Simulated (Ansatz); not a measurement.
**Be2I in Ansatz: convergence with k mesh**

Be2I:

```
Be I
1.0
     3.51811   -1.90145    0.00000
     3.51811    1.90145    0.00000
    -0.12742    0.00000    4.59670
Be I
2 1
Cartesian
  2.6439 1.4333 3.8623
  4.2649 1.4333 0.7344
  3.4544 -0.9651 2.2984
```

The cell was built by a generator and needn't be a form met in nature.

| Quantity | Value |
| --- | --- |
| Program | Ansatz 0.2.0 |
| Task | convergence study |
| Functional | PBE |
| Potentials or basis | Ansatz PAW |
| Cutoff | 420 eV (not typed: the program's choice for these potentials) |
| k mesh | 3 × 3 × 2 |
| Occupations | fermi-dirac, width 0.1 eV |
| Spin | spin-orbit coupling, no magnetisation |

These are the settings of the first run; the series varies k mesh, with any setting tied to it.

Hardware: 2 threads of Arm Neoverse V1, on a shared host.

Problem. The values tried are 3 × 3 × 2, 4 × 4 × 3, 5 × 5 × 4, 6 × 6 × 4, 7 × 7 × 5, 9 × 9 × 7, 11 × 11 × 8, 13 × 13 × 10, loosest first. From which on does the energy stay within 1 meV/atom of the tightest run that finished?

Solution. From 7 × 7 × 5 on.

```tsv
k mesh	energy less the tightest run, at zero smearing (meV/atom)	pressure (GPa)	largest force (eV/Å)	SCF cycles	CPU time (s)	peak memory (GiB)
3 × 3 × 2	-15.06	3.86	1.457	9	5.3	0.4
4 × 4 × 3	-14.52	3.79	1.707	9	10	0.44
5 × 5 × 4	-9.52	4.02	1.745	9	19	0.48
6 × 6 × 4	-1.31	4.08	1.728	9	27	0.52
7 × 7 × 5	0.44	4.28	1.747	9	41	0.58
9 × 9 × 7	-0.52	4.26	1.751	9	86	0.8
11 × 11 × 8	0.39	4.28	1.755	9	150	1.1
13 × 13 × 10	0.00	4.28	1.756	9	250	1.6
```

Against the tightest run, the pressure stays within 0.1 GPa from 7 × 7 × 5 on; the largest force stays within 0.005 eV/Å from 9 × 9 × 7 on. Meshes of other sizes hit other points, so gaps and Fermi surfaces needn't settle smoothly. The tightest run that finished is the yardstick and may itself not be fully converged.

Caveat, for the tightest run too: forces of over 1 eV/Å show positions far from the minimum, so gaps and moduli don't describe the material at rest.
